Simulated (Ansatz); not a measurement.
**PBE/def2-SVP run of C6H6 (fulvene)**

Aim: the electronic atomisation energy of C6H6 (fulvene) at PBE/def2-SVP, from 3 runs. 

The results are computed with Ansatz 0.2.0.

17 further runs of the same task are left out: 17 set aside as unsound or not needed.

## (1) The molecule

C6H6 has 12 atoms, charge 0, and is taken as a singlet. As SMILES, `C=C1C=CC=C1`. The shape is that of a PBE0-D4/def2-TZVP optimisation.

Bond lengths: C1–C2 1.336 Å, C2–C3 1.465 Å, C3–C4 1.346 Å, C4–C5 1.466 Å, C2–C6 1.465 Å, C5–C6 1.346 Å, C1–H7 1.084 Å, C1–H8 1.084 Å, C3–H9 1.081 Å, C4–H10 1.082 Å, C5–H11 1.082 Å, C6–H12 1.081 Å. Some angles: C1–C2–C3 126.8°, C1–C2–C6 126.8°, C3–C2–C6 106.3°, C2–C3–C4 107.8°, C3–C4–C5 109.0°, C4–C5–C6 109.0°, C2–C6–C5 107.8°, C2–C1–H7 121.3°, C2–C1–H8 121.3°, C2–C3–H9 124.6°.

## (2) The energy at PBE/def2-SVP

input.yaml reads:

```yaml
crystal:
  periodic: [false, false, false]
  atoms:
    - symbol: C
      position_ang: [-0.818100, -1.597600, 0.906600]
    - symbol: C
      position_ang: [-0.269900, -0.537800, 0.305500]
    - symbol: C
      position_ang: [0.652900, 0.430400, 0.902600]
    - symbol: C
      position_ang: [0.964800, 1.337500, -0.041700]
    - symbol: C
      position_ang: [0.261500, 0.997400, -1.282700]
    - symbol: C
      position_ang: [-0.471600, -0.113400, -1.081700]
    - symbol: H
      position_ang: [-1.493400, -2.259800, 0.376500]
    - symbol: H
      position_ang: [-0.605400, -1.830200, 1.944100]
    - symbol: H
      position_ang: [1.002400, 0.394600, 1.924400]
    - symbol: H
      position_ang: [1.624900, 2.186300, 0.076600]
    - symbol: H
      position_ang: [0.333200, 1.561600, -2.202900]
    - symbol: H
      position_ang: [-1.104400, -0.624200, -1.793300]
basis:
  gaussian: {orbitals: def2-SVP}
hamiltonian: {xc: pbe}
accuracy: high
output: {orbitals: {seedname: orbitals}}
```

Started as:

```
$ ansatz run input.yaml --threads 1 --pin off --max-ram 3480MiB --events-out events.jsonl --progress --plain --runs-dir runs
```

Log:

```text
Warning: RAYON_NUM_THREADS=1 ignored (pool sized by the plan → 1); use --threads N
Functional definition: PBE
  name "PBE"
  parameter kappa = 0.804
  parameter beta = 0.06672455060314922
  exchange = pbe_x(kappa = kappa, mu = beta*pi^2/3)
  correlation = pbe_c(beta = beta)
2799 factors; integrals over basis functions are off by at most 9.0e-9 eV
mean field evaluation 1: about -6294.6316 eV, gradient 6.0e1 eV
mean field evaluation 2: about -6283.9786 eV, gradient 8.9e1 eV
mean field evaluation 4: about -6304.9512 eV, gradient 1.1e1 eV
mean field evaluation 8: about -6305.2778 eV, gradient 3.3e-1 eV
mean field evaluation 16: about -6305.2781 eV, gradient 1.5e-5 eV
mean field -6305.27812821 eV, -231.7146973405 hartree, gradient 2.7e-8 eV, S^2 0.000000; 0 other end points of the search recorded, 0 dependent functions left out
reference -6305.27813192 eV, -231.7146974771 hartree; 21, 21 occupied and 93, 93 virtual orbitals, 2799 factors
Total energy: -6305.27813192 eV, -231.7146974771 hartree
```

Wall time 9.3 s (1 thread of Arm Neoverse V2, shared host); peak memory 0.37 GiB.

## (3) The C atom at the same level

run.yaml reads:

```yaml
crystal:
  periodic: [false, false, false]
  atoms:
    - {symbol: C, position_ang: [0.000000, 0.000000, 0.000000]}
basis:
  gaussian:
    orbitals: def2-SVP
magnetization:
  spin_polarized: true
  initial_magnetization: 2
hamiltonian:
  xc: {name: PBE}
accuracy: high
```

Started as:

```
$ ansatz run run.yaml --threads 1 --pin off --max-ram 3480MiB --events-out events.jsonl --progress --plain --runs-dir runs
```

Log, shortened:

```text
Warning: RAYON_NUM_THREADS=1 ignored (pool sized by the plan → 1); use --threads N
[... 6 set-up lines as earlier in the session ...]
95 factors; integrals over basis functions are off by at most 1.9e-9 eV
mean field evaluation 1: about -1027.1051 eV, gradient 4.8e0 eV
mean field evaluation 2: about -1027.2115 eV, gradient 2.6e0 eV
mean field evaluation 4: about -1027.2633 eV, gradient 2.7e-1 eV
mean field evaluation 8: about -1027.2635 eV, gradient 4.8e-5 eV
mean field evaluation 16: about -1027.2635 eV, gradient 5.3e-2 eV
mean field evaluation 32: about -1027.2635 eV, gradient 3.1e-8 eV
mean field -1027.26347279 eV, -37.7512363209 hartree, gradient 3.1e-8 eV, S^2 2.001906; 2 other end points of the search recorded, 0 dependent functions left out
reference -1027.26347433 eV, -37.7512363773 hartree; 4, 2 occupied and 10, 12 virtual orbitals, 95 factors
Total energy: -1027.26347433 eV, -37.7512363773 hartree
```

It took 0.38 s on 1 thread of Arm Neoverse V2, shared host.

## (4) The H atom at the same level

run.yaml reads:

```yaml
basis:
  gaussian:
    orbitals: def2-SVP
crystal:
  periodic: [false, false, false]
  atoms:
    - {symbol: H, position_ang: [0.000000, 0.000000, 0.000000]}
magnetization:
  spin_polarized: true
  initial_magnetization: 1
hamiltonian:
  xc: {name: PBE}
accuracy: high
```

Run the same way, it converges to -0.49863 Eh (log not shown).

## (5) Outcome

Level: PBE/def2-SVP.

| quantity | value |
| --- | --- |
| molecule: total energy | -231.71470 Eh |
| molecule: HOMO energy | -5.27 eV |
| molecule: LUMO energy | -2.68 eV |
| molecule: HOMO–LUMO gap | 2.59 eV |
| C atom: total energy | -37.75124 Eh |
| C atom: ⟨S²⟩ | 2.002 |
| H atom: total energy | -0.49863 Eh |
| H atom: ⟨S²⟩ | 0.750 |
| electronic atomisation energy | 60.287 eV |

In words: Taking the molecule apart into free atoms costs 60.29 eV (5817 kJ/mol), before zero-point energy and without spin-orbit coupling.
